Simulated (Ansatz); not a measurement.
**GeHCl (triplet): RPA-PBE over vertical spin and charge gaps, cc-pVDZ**

How well do these functionals follow the top wave-function level for GeHCl (triplet) over vertical spin and charge gaps?

Computed with Ansatz 0.2.0, Gaussian basis. Level: cc-pVDZ, all electrons in the functionals, frozen cores in the correlation of double hybrids and RPA.

Plan: RPA-PBE, at charge 0, triplet; charge 0, singlet; charge 0, quintet; charge 1, doublet; charge 1, quartet.

### Step 1. The system

The geometry is a PBE0/def2-TZVP stationary point (not a proven minimum). No spin-orbit coupling is included. The filled d shell of Ge may be among the frozen orbitals whatever the setting's name suggests; the logs give the count.

3 atoms, charge 0, spin multiplicity 3.

Atoms are counted from 1 here; the program's logs count them from 0.

Bond lengths: Ge1–Cl2 2.148 Å, Ge1–H3 1.556 Å. Angles: Cl2–Ge1–H3 115.2°.

No dispersion term is added.

The geometry shown and the zero of energy belong to the point charge 0, triplet. The yardstick, UCCSDTQ, and other wave-function levels (R restricted, U unrestricted, valence and pair active spaces) come from earlier runs.

### Step 2. RPA-PBE, charge 0, triplet

File in.yaml:

```yaml
crystal:
  periodic: [false, false, false]
  atoms:
    - {symbol: Ge, position_ang: [0.000000, -0.039179, 0.691027]}
    - {symbol: Cl, position_ang: [0.000000, 0.042088, -1.455820]}
    - {symbol: H, position_ang: [0.000000, 1.343123, 1.405821]}
basis:
  gaussian: {orbitals: cc-pVDZ}
magnetization: {spin_polarized: true, initial_magnetization: 2}
hamiltonian: {xc: {name: PBE}}
correlation: {method: rpa, electrons: outside_noble_gas}
```

Launch:

```console
> ansatz run in.yaml --threads 1 --pin off --events-out ev --progress --plain --max-ram 3968MiB --backend cpu
```

Further steps of the session: RPA-PBE, charge 0, singlet; RPA-PBE, charge 0, quintet; RPA-PBE, charge 1, doublet; RPA-PBE, charge 1, quartet.

Before running them: what should the planned runs give, taken together? Wanted: triplet to singlet, UCCSDTQ; triplet to quintet, UCCSDTQ; ionisation to the doublet cation, UCCSDTQ; ionisation to the quartet cation, UCCSDTQ; largest miss, RPA-PBE.

As calculated:

```
                                 quantity                           value
              triplet to singlet, UCCSDTQ                       -1.287 eV
              triplet to quintet, UCCSDTQ                        7.063 eV
ionisation to the doublet cation, UCCSDTQ                        7.479 eV
ionisation to the quartet cation, UCCSDTQ                       11.653 eV
                    largest miss, RPA-PBE  -0.149 eV (triplet to quintet)
```

What this shows: RPA-PBE strays by up to 0.149 eV, at triplet to quintet. Functionals and the yardstick converge differently with the basis, so part of each miss in cc-pVDZ is the basis.
